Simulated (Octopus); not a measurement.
Si, 1 atom in the cell. The typed cell holds 1 atom: a = 2.634 Å, b = 2.645 Å, c = 2.663 Å, α = 104.47°, β = 103.97°, γ = 120.08°. This isn't the form of Si at room conditions, which is diamond. The cell isn't the ideal one: cell strained at random at fixed volume.

```yaml
Program: Octopus 16.4
Task: single point
Functional: PBEsol
Potentials_or_basis: pseudodojo_pbesol (PseudoDojo 0.4, PBEsol)
Grid_spacing: 0.188 × 0.189 × 0.190 Å
k_mesh: 13 × 13 × 13
Occupations: fermi-dirac, width 0.05 eV
Spin: no spin polarisation
Eigensolver: chebyshev_filter
k-point_symmetries_used: yes
ConvRelDens: 3e-07
ExtraStates: 5
DerivativesOrder: 8
```

Potentials or basis: pseudodojo_pbesol (PseudoDojo 0.4, PBEsol).

Launch:

```bash
$ OMP_NUM_THREADS=1 octopus > out.log
```

Hardware: 1 thread of Arm Neoverse V1, on a shared host.

Question: How long does it take, and how much memory?

Answer: Run time: 8.7 min on 1 thread of Arm Neoverse V1 (shared host), peak memory 3.1 GiB. Counts: scf iterations 11, k points 1099, grid 2744, bands 7.
